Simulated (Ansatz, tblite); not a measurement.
# H14N4O2Zn: a ladder of methods and basis sets

The task here is to estimate one member of a computed series from the others.

Method: as each input shows; program: Ansatz 0.2.0, Gaussian basis.

Plan: GFN1-xTB, GFN2-xTB, PBE-D4/def2-TZVP, r2SCAN-D4/def2-TZVP, BLYP-D4/def2-TZVP, r2SCANh-D4/def2-TZVP, ωB97M-V/def2-TZVP, PBE-D4/def2-SVP, PBE0-D4/def2-SVP, HF/STO-3G, MP2/def2-TZVP, RPA/def2-TZVP.

2 further runs of the same task are left out: 2 set aside as unsound or not needed. Runs told in other sessions of the task aren't counted.

**The geometry**

The singlet was relaxed beforehand with B3LYP-D4/def2-SVP.

21 atoms, charge 0, spin multiplicity 1.

Bond lengths: N1–Zn7 2.121 Å, N1–H10 1.021 Å, N1–H11 1.050 Å, N1–H12 1.020 Å, N2–H13 1.047 Å, N2–H14 1.022 Å, N2–H15 1.022 Å, N3–Zn7 2.111 Å, N3–H16 1.051 Å, N3–H17 1.022 Å, N3–H18 1.021 Å, N4–H19 1.027 Å, N4–H20 1.020 Å, N4–H21 1.036 Å, O5–Zn7 1.928 Å, O5–H8 0.967 Å, O6–Zn7 1.896 Å, O6–H9 0.967 Å. Angles: Zn7–N1–H10 112.3°, Zn7–N1–H11 94.0°, Zn7–N1–H12 124.5°, H10–N1–H11 107.0°, H10–N1–H12 108.0°, H11–N1–H12 109.1°, H13–N2–H14 107.0°, H13–N2–H15 107.5°, H14–N2–H15 105.8°, Zn7–N3–H16 102.2°, Zn7–N3–H17 110.3°, Zn7–N3–H18 119.7°, H16–N3–H17 108.7°, H16–N3–H18 108.3°, H17–N3–H18 107.2°, H19–N4–H20 108.4°, H19–N4–H21 103.6°, H20–N4–H21 109.1° and more.

PBE0-D4/def2-TZVP was run before; its log isn't repeated, and its numbers join the tables.

Set-up of the first run:

Tight binding, by tblite at 300 K electronic temperature and without a spin-polarisation term:

```python
tblite.interface.Calculator('GFN1-xTB', numbers, positions, charge=0, uhf=0).singlepoint()
```

Tight binding, by tblite at 300 K electronic temperature and without a spin-polarisation term:

```python
tblite.interface.Calculator('GFN2-xTB', numbers, positions, charge=0, uhf=0).singlepoint()
```

start.molden holds the orbitals of an earlier run on this state, given as this run's starting guess.

in.yaml

```yaml
crystal:
  periodic: [false, false, false]
  atoms:
    - {symbol: N, position_ang: [2.285630, -0.111679, 0.403219]}
    - {symbol: N, position_ang: [-2.795887, 1.358149, 0.732803]}
    - {symbol: N, position_ang: [-0.296575, 2.221204, -0.349100]}
    - {symbol: N, position_ang: [1.267709, -2.660922, -0.254584]}
    - {symbol: O, position_ang: [-0.878336, -0.709422, 0.887351]}
    - {symbol: O, position_ang: [0.592094, -0.463963, -2.073815]}
    - {symbol: Zn, position_ang: [0.316592, 0.201448, -0.320082]}
    - {symbol: H, position_ang: [-0.543739, -0.707368, 1.794401]}
    - {symbol: H, position_ang: [-0.236919, -0.795870, -2.443993]}
    - {symbol: H, position_ang: [2.996049, 0.185924, -0.267417]}
    - {symbol: H, position_ang: [2.221018, -1.157249, 0.338599]}
    - {symbol: H, position_ang: [2.605408, 0.146544, 1.336852]}
    - {symbol: H, position_ang: [-2.246542, 0.478691, 0.877593]}
    - {symbol: H, position_ang: [-3.591010, 1.118296, 0.137379]}
    - {symbol: H, position_ang: [-3.193626, 1.623886, 1.635636]}
    - {symbol: H, position_ang: [-1.283019, 2.158351, 0.008904]}
    - {symbol: H, position_ang: [-0.317663, 2.570973, -1.308644]}
    - {symbol: H, position_ang: [0.205586, 2.910806, 0.211881]}
    - {symbol: H, position_ang: [0.376785, -2.540369, 0.242243]}
    - {symbol: H, position_ang: [1.403214, -3.655375, -0.434562]}
    - {symbol: H, position_ang: [1.113240, -2.172034, -1.154685]}
basis:
  gaussian: {orbitals: def2-TZVP, initial_orbitals: start.molden}
hamiltonian: {xc: pbe, dispersion: d4}
scf: {omitted_lower_state_checks: [starts]}
output: {forces: true, orbitals: {seedname: orbitals}}
```

Started as:

```
ansatz run in.yaml --threads 4 --pin off --events-out ev --progress --plain --max-ram 4787MiB
```

Among the steps run: PBE-D4/def2-TZVP; r2SCAN-D4/def2-TZVP; BLYP-D4/def2-TZVP; r2SCANh-D4/def2-TZVP; ωB97M-V/def2-TZVP; PBE-D4/def2-SVP; PBE0-D4/def2-SVP; HF/STO-3G; MP2/def2-TZVP; RPA/def2-TZVP.

One of the session's tables, all rows but one given; the rest of the session is left out.

It belongs to the step «Binding energy». 

| level | binding an atom (eV) |
| --- | --- |
| HF/STO-3G | 2.136 |
| HF/def2-TZVP | 2.159 |
| PBE-D4/def2-SVP | 3.363 |
| PBE-D4/def2-TZVP | 3.343 |
| BLYP-D4/def2-TZVP | 3.311 |
| r2SCAN-D4/def2-TZVP | ? |
| r2SCANh-D4/def2-TZVP | 3.242 |
| PBE0-D4/def2-SVP | 3.275 |
| PBE0-D4/def2-TZVP | 3.256 |
| ωB97M-V/def2-TZVP | 3.300 |
| MP2/def2-TZVP | 3.171 |

Q: Estimate the row for r2SCAN-D4/def2-TZVP from the others.

The run gave: binding an atom (eV): 3.270. In the column «binding an atom (eV)» it lies between PBE0-D4/def2-TZVP (3.256) and PBE0-D4/def2-SVP (3.275).

To keep in mind: Free atoms were run apart at each level; binding is atoms less cluster, divided by the number of atoms, without zero-point or spin-orbit terms.
